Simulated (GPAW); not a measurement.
The system is HfB.

```
CELL_PARAMETERS angstrom
0.00000 2.31000 2.31000
2.31000 0.00000 2.31000
2.31000 2.31000 0.00000
ATOMIC_POSITIONS crystal
Hf 0.50000 0.50000 0.50000
B 0.00000 0.00000 0.00000
```

| Quantity | Value |
| --- | --- |
| Program | GPAW 26.7.0 |
| Task | single point |
| Functional | PBEsol |
| Potentials or basis | PAW data sets generated in the run's folder for this functional |
| Cutoff | 800 eV |
| Basis | pw |
| k mesh | 10 × 10 × 10 |
| Occupations | fermi-dirac, width 0.05 eV |
| Spin | no spin polarisation |

On this cell: pressure 25.6 GPa; largest force zero by symmetry; band gap on the k mesh none (metal or under the smearing width).

The same run follows on a disturbed copy (atoms moved at random, drawn with an rms of 0.05 Å):

```xyz
2
Lattice="0.0000 2.3100 2.3100 2.3100 0.0000 2.3100 2.3100 2.3100 0.0000" Properties=species:S:1:pos:R:3 pbc="T T T"
Hf    2.3559    2.3221    2.3290
B    -0.0290   -0.0389   -0.0347
```

Q: What changes?

A: The energy (extrapolated to zero smearing) moves by +30.4 meV/atom; pressure 26.4 GPa; largest force 1.188 eV/Å; band gap on the k mesh none (metal or under the smearing width).

Forces on the atoms (eV/Å):
```
Hf  -0.849 -0.572 -0.603
B    0.849  0.572  0.603
```

Stress tensor (GPa, compression positive):
```
26.99 -0.54 -0.57
-0.54 26.05 -0.38
-0.57 -0.38 26.14
```

Caveats: so large a pressure means that the cell lies far from this level's equilibrium, or that cutoff or potentials fall short (some runs).
